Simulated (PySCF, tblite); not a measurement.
# C₅H₂Cl₂O₂: geometry, infrared bands and NMR shifts

What infrared bands and NMR shifts should C₅H₂Cl₂O₂ (`O=C(Cl)c1ccc(Cl)o1`) show?

Programs: tblite 0.8.0 and PySCF 2.14.0, with density-fitted response routines of our own. Each step states its level of theory. These are calculated values for one molecule in the gas phase, unless marked as measured. Atoms are numbered from 0 throughout.

### 1 The molecule as given

11 atoms, charge 0, multiplicity 1; geometry from: force field or distance geometry start.

Bonds of the start (Å): O0–C1 1.24, C1–Cl2 1.75, C1–C3 1.45, C3–C4 1.39, C4–C5 1.42, C5–C6 1.38, C6–Cl7 1.71, C6–O8 1.36, O8–C3 1.36, C4–H9 1.08, C5–H10 1.08.

### 2 Geometry optimisation with GFN2-xTB

Job settings and geometry (Å):

```
{"job": {"kind": "relax", "xc": "GFN2-xTB", "basis": "xTB"}, "charge": 0, "multiplicity": 1}
O      2.867000    -0.649200     0.161800
C      2.070600     0.302700     0.079000
Cl     2.594400     1.968500     0.054000
C      0.637500     0.097900     0.017500
C     -0.101900    -1.081700     0.041400
C     -1.468500    -0.704900    -0.049500
C     -1.485300     0.674500    -0.103600
Cl    -2.870600     1.678100    -0.201400
O     -0.210500     1.155500    -0.054800
H      0.302600    -2.082500     0.096000
H     -2.330000    -1.356300    -0.066400
```

The run is started by

```sh
OMP_NUM_THREADS=1 python probes_run.py task.json out
```

This one command runs all jobs of the session in turn.

**Question.** This job is followed by: GFN2-xTB harmonic vibrations, gas phase; GIAO PBE0/pcSseg-1 NMR shielding, non-relativistic, gas phase. What will the session give for the following? strongest single infrared mode (GFN2-xTB); zero-point energy (GFN2-xTB); ¹³C shifts against TMS (PBE0/pcSseg-1); ¹H shifts against TMS (PBE0/pcSseg-1); ¹⁷O shifts against H2O (PBE0/pcSseg-1); ³⁵Cl shifts against HCl (PBE0/pcSseg-1); surface potential, 1st and 99th percentile.

As calculated:

```
                                 quantity                                  value
strongest single infrared mode (GFN2-xTB)                  1782 cm⁻¹, 573 km/mol
             zero-point energy (GFN2-xTB)                          37.0 kcal/mol
   ¹³C shifts against TMS (PBE0/pcSseg-1)  162.9, 155.9, 150.0, 131.4, 119.0 ppm
    ¹H shifts against TMS (PBE0/pcSseg-1)                         7.73, 6.70 ppm
   ¹⁷O shifts against H2O (PBE0/pcSseg-1)                       534.1, 323.8 ppm
  ³⁵Cl shifts against HCl (PBE0/pcSseg-1)                           427, 237 ppm
    surface potential, 1st and 99th percentile                     -1.32 V and 1.55 V
```

What this shows: Over 24 steps the energy fell by 0.189 eV; of the close pairs, O0–C1 changed most, 1.244 to 1.192 Å. All 27 modes are real, so the xTB geometry is a minimum. The strongest single mode, at 1782 cm⁻¹, moves mainly C1 and O0. GFN2-xTB is a fitted tight-binding method: band positions and strengths are rough. Its intensities can rank the bands wrongly. At PBE0/pcSseg-1: The largest span, 839 ppm, is at O0, where the paramagnetic term is -594 ppm. NICS(1)zz of -23 ppm above the planar ring from C3 marks a diatropic (aromatic) ring current. By nearest atom (PBE0/pcSseg-1), the HOMO sits on C3 28 %; C6 20 % and the LUMO on C1 23 %; O0 17 %.
